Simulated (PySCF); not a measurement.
# C6H5ClF2: magnetic properties

Aim: compute the magnetic properties of C6H5ClF2 (`C#C[C@@H]1C[C@@H](F)[C@]1(F)Cl`).

Programs: PySCF 2.14.0, with routines of our own; each step states its level. All values are computed. Atoms count from 0.

### 1 The starting structure

14 atoms, charge 0, multiplicity 1; geometry from: GFN2-xTB.

### 2 Magnetic properties: GIAO BHandHLYP/pcSseg-1

Job settings and geometry (Å):

```
{"job": {"kind": "mag", "xc": "BHandHLYP", "basis": "pcSseg-1", "isotopologues": 0}, "charge": 0, "multiplicity": 1}
C      2.552468     0.962949    -0.283591
C      1.615798     0.480692     0.283675
C      0.481990    -0.107535     0.952184
C     -0.191229    -1.268234     0.178840
C     -1.364831    -0.347337    -0.181326
F     -2.603300    -0.843125     0.088163
C     -0.837079     0.697829     0.825147
F     -1.531217     0.716497     1.989704
Cl    -0.722876     2.363627     0.230140
H      3.377470     1.389273    -0.771361
H      0.730439    -0.325216     1.993064
H      0.371390    -1.659273    -0.664076
H     -0.508808    -2.080064     0.828476
H     -1.370894     0.019443    -1.211180
```

Level: GIAO BHandHLYP/pcSseg-1 magnetisability, rotational g tensor and spin-rotation constants, non-relativistic, gas phase.

Run with:

```console
$ OMP_NUM_THREADS=1 python excited_run.py task.json out
```

This one command runs all jobs of the session in turn.

The log of the run:

```text
coarse grid: 13416 points
cycle   1  E = -890.9431441992  dE =  1.711e+00  |g| = 8.261e-01  |ddm| = 3.643e+00
cycle   2  E = -890.8931373585  dE =  5.001e-02  |g| = 1.041e+00  |ddm| = 1.555e+00
cycle   3  E = -891.0840079871  dE = -1.909e-01  |g| = 9.020e-02  |ddm| = 8.990e-01
cycle   4  E = -891.0847384856  dE = -7.305e-04  |g| = 7.572e-02  |ddm| = 1.358e-01
cycle   5  E = -891.0860892274  dE = -1.351e-03  |g| = 1.521e-02  |ddm| = 6.105e-02
cycle   6  E = -891.0861431439  dE = -5.392e-05  |g| = 3.231e-03  |ddm| = 1.599e-02
cycle   7  E = -891.0861457420  dE = -2.598e-06  |g| = 7.481e-04  |ddm| = 4.170e-03
final grid: 129064 points
cycle   8  E = -891.1372082913  dE = -1.896e-05  |g| = 4.161e-03  |ddm| = 2.766e-02
cycle   9  E = -891.1372077868  dE =  5.045e-07  |g| = 4.692e-03  |ddm| = 7.874e-03
cycle  10  E = -891.1372113841  dE = -3.597e-06  |g| = 4.134e-04  |ddm| = 3.700e-03
cycle  11  E = -891.1372114098  dE = -2.570e-08  |g| = 2.413e-04  |ddm| = 5.472e-04
cycle  12  E = -891.1372114225  dE = -1.269e-08  |g| = 7.987e-05  |ddm| = 2.120e-04
cycle  13  E = -891.1372114240  dE = -1.533e-09  |g| = 1.128e-05  |ddm| = 6.661e-05
cycle  14  E = -891.1372114241  dE = -4.161e-11  |g| = 4.649e-06  |ddm| = 1.634e-05
converged SCF energy = -891.1372114241

Magnetisability tensor (1e-30 J/T^2)
    -1432.17      -25.09       12.90
      -25.09    -1417.57       -5.68
       12.90       -5.68    -1341.93
isotropic -1397.22   principal values   -1451.44  -1401.24  -1338.98
isotropic susceptibility -84.143 1e-6 cm^3/mol

Inertial axes            a          b          c
rot. const./GHz      1.8469     1.2509     0.9312
chi total           -87.220    -84.567    -80.641
chi diamagnetic    -713.551   -993.710  -1299.015
chi paramagnetic    626.331    909.143   1218.374
quadrupole/D A       -2.165     -0.024      2.189
g nuclear            0.5315     0.5239     0.5230
g electronic        -0.5434    -0.5343    -0.5330
g total             -0.0120    -0.0104    -0.0100

Spin-rotation constants (kHz, H = +C I.J)
atom  isotope        aa         bb         cc
  5    19F        1.252      0.231      0.544
  7    19F        1.687      0.810      0.824
  8   35Cl        0.693      0.186      0.310
  9     1H        0.009     -0.146     -0.093
 10     1H       -0.220     -0.131      0.044
 11     1H       -0.168     -0.054     -0.051
 12     1H       -0.118     -0.077     -0.058
 13     1H       -0.211     -0.126      0.067
  0    13C*       0.203      0.406      0.272
  1    13C*       0.062      0.461      0.303
  2    13C*       0.347      0.179      0.164
  3    13C*       0.234      0.245      0.164
  4    13C*       0.421      0.327      0.265
  6    13C*       0.513      0.388      0.257
* in the singly substituted isotopologue
```

Wall time 25 s (1 thread of Arm Neoverse V2, shared host); peak memory 0.84 GiB.

From this job:

```
              quantity                      value
       magnetisability           -1397·10⁻³⁰ J/T²
  molar susceptibility         -84.1·10⁻⁶ cm³/mol
rotational g (a, b, c)  -0.0120, -0.0104, -0.0100
```

### 3 Magnetic properties: GIAO X3LYP/6-31++G**

The job, as its differences from that of step 2:

```diff
@@ -1,2 +1,2 @@
-{"job": {"kind": "mag", "xc": "BHandHLYP", "basis": "pcSseg-1", "isotopologues": 0}, "charge": 0, "multiplicity": 1}
+{"job": {"kind": "mag", "xc": "X3LYP", "basis": "6-31++G**", "scf": {"aux": "def2-universal-jkfit"}}, "charge": 0, "multiplicity": 1}
 C      2.552468     0.962949    -0.283591
```

Level: GIAO X3LYP/6-31++G** magnetisability, rotational g tensor and spin-rotation constants, non-relativistic, gas phase.

The log of the run:

```text
final grid: 129064 points
cycle   1  E = -891.1051152471  dE =  1.437e+00  |g| = 7.417e-01  |ddm| = 1.510e+01
cycle   2  E = -890.9401814592  dE =  1.649e-01  |g| = 1.222e+00  |ddm| = 1.760e+01
cycle   3  E = -891.2134299210  dE = -2.732e-01  |g| = 1.520e-01  |ddm| = 1.126e+01
cycle   4  E = -891.2174559254  dE = -4.026e-03  |g| = 8.688e-02  |ddm| = 3.139e+00
cycle   5  E = -891.2191569750  dE = -1.701e-03  |g| = 2.947e-02  |ddm| = 4.963e-01
cycle   6  E = -891.2193669601  dE = -2.100e-04  |g| = 4.562e-03  |ddm| = 1.981e-01
cycle   7  E = -891.2193717608  dE = -4.801e-06  |g| = 1.531e-03  |ddm| = 5.131e-02
cycle   8  E = -891.2193722870  dE = -5.263e-07  |g| = 2.546e-04  |ddm| = 2.562e-02
cycle   9  E = -891.2193723001  dE = -1.304e-08  |g| = 9.168e-05  |ddm| = 3.439e-03
cycle  10  E = -891.2193723022  dE = -2.133e-09  |g| = 2.625e-05  |ddm| = 5.604e-04
cycle  11  E = -891.2193723024  dE = -1.562e-10  |g| = 1.006e-05  |ddm| = 4.679e-04
converged SCF energy = -891.2193723024

Magnetisability tensor (1e-30 J/T^2)
    -1415.02      -25.17       12.65
      -25.17    -1407.29       -0.28
       12.65       -0.28    -1329.20
isotropic -1383.84   principal values   -1437.45  -1386.89  -1327.17
isotropic susceptibility -83.337 1e-6 cm^3/mol

Inertial axes            a          b          c
rot. const./GHz      1.8469     1.2509     0.9312
chi total           -86.278    -83.801    -79.931
chi diamagnetic    -713.745   -994.473  -1299.574
chi paramagnetic    627.466    910.672   1219.643
quadrupole/D A       -2.695      0.415      2.280
g nuclear            0.5315     0.5239     0.5230
g electronic        -0.5444    -0.5352    -0.5335
g total             -0.0130    -0.0113    -0.0106

Spin-rotation constants (kHz, H = +C I.J)
atom  isotope        aa         bb         cc
  5    19F        1.304      0.311      0.586
  7    19F        1.771      0.897      0.864
  8   35Cl        0.698      0.178      0.311
  9     1H        0.012     -0.146     -0.093
 10     1H       -0.219     -0.131      0.048
 11     1H       -0.168     -0.052     -0.050
 12     1H       -0.118     -0.076     -0.058
 13     1H       -0.209     -0.125      0.071
  0    13C*       0.184      0.348      0.233
  1    13C*       0.073      0.410      0.274
  2    13C*       0.327      0.167      0.156
  3    13C*       0.213      0.229      0.154
  4    13C*       0.391      0.308      0.255
  6    13C*       0.499      0.370      0.247
* in the singly substituted isotopologue
```

It took 29 s on 1 thread of Arm Neoverse V2, shared host; peak memory 0.84 GiB.

In short:

```csv
quantity,value
magnetisability,-1384·10⁻³⁰ J/T²
molar susceptibility,-83.3·10⁻⁶ cm³/mol
"rotational g (a, b, c)","-0.0130, -0.0113, -0.0106"
```

### 4 The levels compared

| level | ξ (10⁻³⁰ J/T²) | g(a) | g(b) | gap (eV) | functions | time |
| --- | --- | --- | --- | --- | --- | --- |
| GIAO BHandHLYP/pcSseg-1 | -1397 | -0.0120 | -0.0104 | 10.54 | 185 | 25 s |
| GIAO X3LYP/6-31++G** | -1384 | -0.0130 | -0.0113 | 7.51 | 196 | 29 s |

### 5 Summary of results

| quantity | value |
| --- | --- |
| magnetisability (step 2, GIAO BHandHLYP/pcSseg-1) | -1397·10⁻³⁰ J/T² |
| molar susceptibility (step 2, GIAO BHandHLYP/pcSseg-1) | -84.1·10⁻⁶ cm³/mol |
| rotational g (a, b, c) (step 2, GIAO BHandHLYP/pcSseg-1) | -0.0120, -0.0104, -0.0100 |
| magnetisability over the levels | -1397 to -1384·10⁻³⁰ J/T² |

In words: The magnetisability spreads by 1.0 % over 2 levels of like cost. Two levels can agree by chance, so this spread shows no convergence. Vibrational averaging and real surroundings are missing from these values.
